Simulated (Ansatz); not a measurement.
# C₂H₁₀GeSi: a ladder of functionals and wavefunction methods

One table from this session's results is given with a row withheld; the runs are named, their logs left out.

Computed with Ansatz 0.2.0, Gaussian basis. Level: functionals in def2-TZVPP, the program's frozen cores in correlated methods.

The runs, in order: PBE-D4, r2SCAN-D4, PBE0-D4, B3LYP-D4, ωB97X-V, ωB97M-V, B2PLYP; CCSD(T)/def2-TZVPP; MP2/def2-QZVPP; extrapolation to the limit.

**The geometry**

The geometry comes from an earlier relaxation with PBE0-D4 in a triple-zeta def2 set; it is a stationary point, not always the lowest conformer.

SMILES `C[CH]([SiH3])[GeH3]`, 14 atoms, charge 0, spin multiplicity 1.

Atoms are counted from 1 here; the program's logs count them from 0.

Bond lengths: C1–C2 1.531 Å, C1–H5 1.094 Å, C1–H6 1.094 Å, C1–H7 1.094 Å, C2–Si3 1.874 Å, C2–Ge4 1.966 Å, C2–H8 1.097 Å, Si3–H9 1.490 Å, Si3–H10 1.489 Å, Si3–H11 1.488 Å, Ge4–H12 1.539 Å, Ge4–H13 1.540 Å, Ge4–H14 1.541 Å. Angles: C2–C1–H5 111.5°, C2–C1–H6 111.8°, C2–C1–H7 111.4°, H5–C1–H6 107.4°, H5–C1–H7 107.2°, H6–C1–H7 107.3°, C1–C2–Si3 112.0°, C1–C2–Ge4 110.9°, C1–C2–H8 109.9°, Si3–C2–Ge4 111.3°, Si3–C2–H8 107.0°, Ge4–C2–H8 105.5°, C2–Si3–H9 110.5°, C2–Si3–H10 109.9°, C2–Si3–H11 110.9°, H9–Si3–H10 108.1°, H9–Si3–H11 108.7°, H10–Si3–H11 108.6° and more.

Set-up of the first run:

Input file in.yaml:

```yaml
crystal:
  periodic: [false, false, false]
  atoms:
    - {symbol: C, position_ang: [-0.726222, 1.317456, -0.515375]}
    - {symbol: C, position_ang: [-0.413722, 0.044638, 0.276148]}
    - {symbol: Si, position_ang: [1.129225, 0.231614, 1.322437]}
    - {symbol: Ge, position_ang: [-0.280523, -1.510963, -0.919075]}
    - {symbol: H, position_ang: [-0.852117, 2.180432, 0.145513]}
    - {symbol: H, position_ang: [-1.644717, 1.217515, -1.100917]}
    - {symbol: H, position_ang: [0.079490, 1.560642, -1.214207]}
    - {symbol: H, position_ang: [-1.239658, -0.181467, 0.961209]}
    - {symbol: H, position_ang: [0.997036, 1.396145, 2.242695]}
    - {symbol: H, position_ang: [2.311070, 0.465264, 0.447197]}
    - {symbol: H, position_ang: [1.373528, -0.991835, 2.133345]}
    - {symbol: H, position_ang: [-0.059977, -2.806817, -0.119471]}
    - {symbol: H, position_ang: [0.894837, -1.315523, -1.894632]}
    - {symbol: H, position_ang: [-1.581153, -1.636100, -1.736068]}
basis:
  gaussian: {orbitals: def2-TZVPP}
hamiltonian: {xc: pbe, dispersion: d4}
output: {forces: true, orbitals: {seedname: orbitals}}
```

Command:

```console
ansatz run in.yaml --threads 2 --pin off --events-out ev --progress --plain --max-ram 22528MiB --backend cuda --devices 0, --max-vram 18GiB
```

Among the steps run: PBE-D4 (GGA); r2SCAN-D4 (meta-GGA); PBE0-D4 (hybrid); B3LYP-D4 (hybrid); ωB97X-V (range-separated); ωB97M-V (range-separated); B2PLYP (double hybrid); CCSD(T) in def2-TZVPP; MP2 in def2-QZVPP.

One of the session's tables, all rows but one given; the rest of the session is left out.

It belongs to the step «Atomisation energies». 

```
            method  atomisation energy (kJ/mol)
            PBE-D4                       4595.8
         r2SCAN-D4                       4603.8
           PBE0-D4                       4579.7
          B3LYP-D4                       4595.7
           ωB97X-V                       4627.0
           ωB97M-V                       4600.3
            B2PLYP                       4544.2
     HF/def2-TZVPP                       3496.3
    MP2/def2-TZVPP                       4508.7
   CCSD/def2-TZVPP                       4482.9
CCSD(T)/def2-TZVPP                       4527.1
           MP2/CBS                       4598.8
       CCSD(T)/CBS                            ?
```

Q: Estimate the row for CCSD(T)/CBS from the others.

**Answer.** atomisation energy (kJ/mol): 4617.2. In the column «atomisation energy (kJ/mol)» it lies between r2SCAN-D4 (4603.8) and ωB97X-V (4627.0).

To keep in mind: Free atoms (2 C, 1 Si, 1 Ge, 10 H) were run apart at each level; the atomisation energy is their sum less the molecule, without zero-point or spin-orbit terms.
